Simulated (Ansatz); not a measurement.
**BrCuH2O: small, medium and large basis sets**

The task here is to estimate one member of a computed series from the others.

Method: one geometry, several basis sets; program: Ansatz 0.2.0, Gaussian basis.

Levels to be run: PBE0-D4/def2-SVP; ωB97M-V/def2-SVP; PBE0-D4/def2-QZVPP; ωB97M-V/def2-QZVPP; the functionals' def2-TZVPP values are taken from earlier runs.

### The geometry

All runs share one geometry, relaxed beforehand with PBE0-D4 in a triple-zeta def2 set.

SMILES `[OH2+][Cu-][Br]`, 5 atoms, charge 0, spin multiplicity 1.

Atoms are counted from 1 here; the program's logs count them from 0.

Bond lengths: O1–Cu2 1.966 Å, O1–H4 0.962 Å, O1–H5 0.962 Å, Cu2–Br3 2.204 Å. Angles: Cu2–O1–H4 115.5°, Cu2–O1–H5 115.5°, H4–O1–H5 107.1°, O1–Cu2–Br3 179.2°.

The first run:

in.yaml

```yaml
crystal:
  periodic: [false, false, false]
  atoms:
    - {symbol: O, position_ang: [-0.686613, 0.719323, -0.367679]}
    - {symbol: Cu, position_ang: [0.704461, -0.400792, 0.454093]}
    - {symbol: Br, position_ang: [2.253515, -1.680415, 1.359405]}
    - {symbol: H, position_ang: [-1.593442, 0.469798, -0.164126]}
    - {symbol: H, position_ang: [-0.628019, 0.818286, -1.323093]}
basis:
  gaussian: {orbitals: def2-SVP}
hamiltonian: {xc: pbe0, dispersion: d4}
output: {orbitals: {seedname: orbitals}}
```

Steps of the session up to this table: PBE0-D4 in def2-SVP; ωB97M-V in def2-SVP; PBE0-D4 in def2-QZVPP; ωB97M-V in def2-QZVPP.

One table of the session follows, with a row left open; its other results are not shown here.

It belongs to the step «Density functionals: the series». 

```
functional       basis  HOMO (eV)  LUMO (eV)
   PBE0-D4    def2-SVP      -6.05      -1.00
   PBE0-D4  def2-TZVPP      -6.51      -1.37
   PBE0-D4  def2-QZVPP      -6.56      -1.63
   ωB97M-V    def2-SVP      -8.27       0.40
   ωB97M-V  def2-TZVPP          ?          ?
   ωB97M-V  def2-QZVPP      -8.81      -0.46
```

Q: Estimate the row for ωB97M-V, def2-TZVPP from the others.

The run gave: HOMO (eV): -8.76; LUMO (eV): 0.12. In the column «HOMO (eV)» it lies between ωB97M-V, def2-QZVPP (-8.81) and ωB97M-V, def2-SVP (-8.27).
